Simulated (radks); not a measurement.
# Exchange and kinetic functionals tested on atomic densities: Zn⁺, Se⁺, Tc²⁺, Te⁺, As⁴⁺, As

An exercise on one series of results from a longer session: the logs are not shown, and one member is left open.

Method: non-relativistic Kohn-Sham, r2SCAN, spin-polarised, spherical densities, point nucleus; open shells are filled with parallel spins first. Code: radks (a radial shooting solver on a logarithmic mesh, Libxc functionals) version 1.

### What is computed

| Property | Result |
| --- | --- |
| species | Zn⁺ ([Ar] 3d10 4s1), Se⁺ ([Ar] 3d10 4s2 4p3), Tc²⁺ ([Kr] 4d5), Te⁺ ([Kr] 4d10 5s2 5p3), As⁴⁺ ([Ar] 3d10 4s1), As ([Ar] 3d10 4s2 4p3) |

The first run:

The run's settings:

```text
Z 30
configuration [Ar] 3d10 4s1
relativity non-relativistic
functional r2scan,r2scan
spin polarised
nucleus point
```

Steps of the session up to this table: Zn⁺, [Ar] 3d10 4s1.

One table of the session follows, with a row left open; its other results are not shown here.

It belongs to the step «Zn⁺, [Ar] 3d10 4s1». Sizes of the orbitals, from the radial functions (bohr):

| level | <r> | outermost maximum (interpolated) | 90 % within | nodes |
| --- | --- | --- | --- | --- |
| 3s down | 0.6911 | 0.596 | 1.04 | 2 |
| 3s up | 0.6914 | 0.596 | 1.04 | 2 |
| 3p up | 0.7188 | 0.597 | 1.11 | 1 |
| 3p down | 0.7179 | 0.597 | 1.11 | 1 |
| 3d up | ? | ? | ? | ? |
| 3d down | 0.8784 | 0.568 | 1.53 | 0 |
| 4s up | 2.427 | 2.05 | 3.63 | 3 |
| 4s down | 2.457 | 2.03 | 3.72 | 3 |

**Question.** Estimate the row for 3d up.

As computed: <r>: 0.8955; outermost maximum (interpolated): 0.569; 90 % within: 1.57; nodes: 0. In the column «<r>» it lies between 3d down (0.8784) and 4s up (2.427).
